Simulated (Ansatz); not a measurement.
## Rb₂SbBr₆, space group Fm-3m: a single point from a YAML input

Run with Ansatz 0.2.0, Python API.

Input file `rb2sbbr6.yaml`:
```yaml
crystal:
  lattice:
    - [0.0, 5.379385, 5.379385]
    - [5.379385, 0.0, 5.379385]
    - [5.379385, 5.379385, 0.0]
  atoms:
    - { symbol: Rb, position: [0.75, 0.75, 0.75] }
    - { symbol: Rb, position: [0.25, 0.25, 0.25] }
    - { symbol: Sb, position: [0.5, 0.5, 0.5] }
    - { symbol: Br, position: [0.749797, 0.749797, 0.250203] }
    - { symbol: Br, position: [0.250203, 0.250203, 0.749797] }
    - { symbol: Br, position: [0.250203, 0.749797, 0.250203] }
    - { symbol: Br, position: [0.749797, 0.250203, 0.749797] }
    - { symbol: Br, position: [0.250203, 0.749797, 0.749797] }
    - { symbol: Br, position: [0.749797, 0.250203, 0.250203] }
kpoints:
  mp_grid: { grid: [4, 4, 4] }
hamiltonian:
  xc: lda
scf:
  occupations: { method: gaussian, width: 0.15 }
basis:
  ecutwfc: "18 Ha"
output:
  forces: true
  stress: true
  eigenvalues: true
```

The script, `rb2sbbr6.py`:
```python
import warnings

import ansatz as az
import numpy as np
import yaml


def main() -> None:
    warnings.simplefilter("ignore", az.DeckWarning)

    with open("rb2sbbr6.yaml") as handle:
        tree = yaml.safe_load(handle)
    print("sections:", list(tree))
    out = az.Session.from_dict(tree).plan(threads=1).execute()
    report = out.report

    energy = report["free_energy_ev"]
    print("Rb2SbBr6: {:.6f} eV = {:.6f} Ry = {:.6f} Ha".format(energy, energy / 13.605693, energy / 27.211386))
    print("Fermi level {:.4f} eV, {} k-points, {} symmetry operations".format(report["fermi_energy_ev"], report["n_kpoints"], report["n_symmetry_ops"]))

    print("band  energy (eV)  occupation, at k =", report["kpoints_frac"][0])
    for band, (e, occ) in enumerate(zip(report["eigenvalues_ev"][0], report["occupations"][0]), start=1):
        print(f"{band:4d} {e:12.4f} {occ:9.4f}")

    gap = None if "band_edges_ev" not in report else report["band_edges_ev"][1] - report["band_edges_ev"][0]
    print("gap on the k mesh:", "withheld (metal, or smearing too wide to tell)" if gap is None else f"{gap:.3f} eV")
    print("lowest empty less highest filled band, by band count:", round(report["gap_by_band_count_ev"], 3), "eV")

    forces = np.array(report["forces_ev_ang"])
    norms = np.linalg.norm(forces, axis=1)
    print("largest force {:.4f} eV/A on atom {}".format(norms.max(), norms.argmax()))
    print(np.array2string(forces, precision=4, suppress_small=True))


if __name__ == "__main__":
    main()
```

Output of `python rb2sbbr6.py`:
```text
sections: ['crystal', 'kpoints', 'hamiltonian', 'scf', 'basis', 'output']
Rb2SbBr6: -28850.147707 eV = -2120.446765 Ry = -1060.223382 Ha
Fermi level 3.1444 eV, 8 k-points, 48 symmetry operations
band  energy (eV)  occupation, at k = [0.0, 0.0, 0.0]
   1     -26.3066    2.0000
   2     -26.3066    2.0000
   3     -26.2836    2.0000
   4     -26.2836    2.0000
   5     -26.2836    2.0000
   6     -22.6929    2.0000
   7     -22.6908    2.0000
   8     -11.8001    2.0000
   9     -11.0478    2.0000
  10     -11.0478    2.0000
  11     -11.0478    2.0000
  12     -10.7546    2.0000
  13     -10.7546    2.0000
  14      -6.8140    2.0000
  15      -6.8140    2.0000
  16      -6.8140    2.0000
  17      -6.7815    2.0000
  18      -6.7815    2.0000
  19      -6.7815    2.0000
  20      -6.0784    2.0000
  21      -1.2842    2.0000
  22      -1.2842    2.0000
  23      -1.2842    2.0000
  24       0.2394    2.0000
  25       0.2394    2.0000
  26       0.2394    2.0000
  27       1.4785    2.0000
  28       1.4785    2.0000
  29       1.5187    2.0000
  30       1.5187    2.0000
  31       1.5187    2.0000
  32       1.7419    2.0000
  33       1.7419    2.0000
  34       1.7419    2.0000
  35       2.0130    2.0000
  36       2.2825    2.0000
  37       2.2825    2.0000
  38       2.2825    2.0000
  39       6.1672    0.0000
  40       6.1672    0.0000
  41       6.1672    0.0000
  42       6.4670    0.0000
  43       7.7363    0.0000
  44       8.0519    0.0000
  45       8.0519    0.0000
gap on the k mesh: withheld (metal, or smearing too wide to tell)
lowest empty less highest filled band, by band count: -1.091 eV
largest force 0.0704 eV/A on atom 7
[[-0.      0.     -0.    ]
 [-0.      0.      0.    ]
 [ 0.     -0.      0.    ]
 [ 0.     -0.     -0.0704]
 [ 0.     -0.      0.0704]
 [-0.      0.0704  0.    ]
 [ 0.     -0.0704  0.    ]
 [-0.0704 -0.      0.    ]
 [ 0.0704  0.      0.    ]]
```

What to keep in mind:
- Absolute energies stand on the zero of these potentials, so only differences at equal settings mean something. A total without «per atom» is that of the cell as typed.
- The cell holds an odd number of electrons and is run without spin, so a magnetic state may lie lower.
- The computed bands are complete only to about 4.9 eV above the Fermi level.
- For a metal this k-point mesh is coarse: on a finer one energies can move by several to tens of meV an atom and pressures by half a GPa or more, differences at one mesh by less.
- An absolute Fermi energy rests on an arbitrary zero of the periodic potential and has no direct meaning.
- A gap by band count of zero or less means overlapping bands, a metal, and at an odd count of electrons it is no gap at all.
- The structure comes from a database of computed cells and needn't be a stable or known phase.
- Gaps and levels are Kohn-Sham values on a finite set of k-points, without spin-orbit coupling.
- It ran for 11 s on 1 thread of Arm Neoverse V1 (shared host), peak memory 0.6 GiB.

(Lines on the test bed's own set-up are left out of the output.)
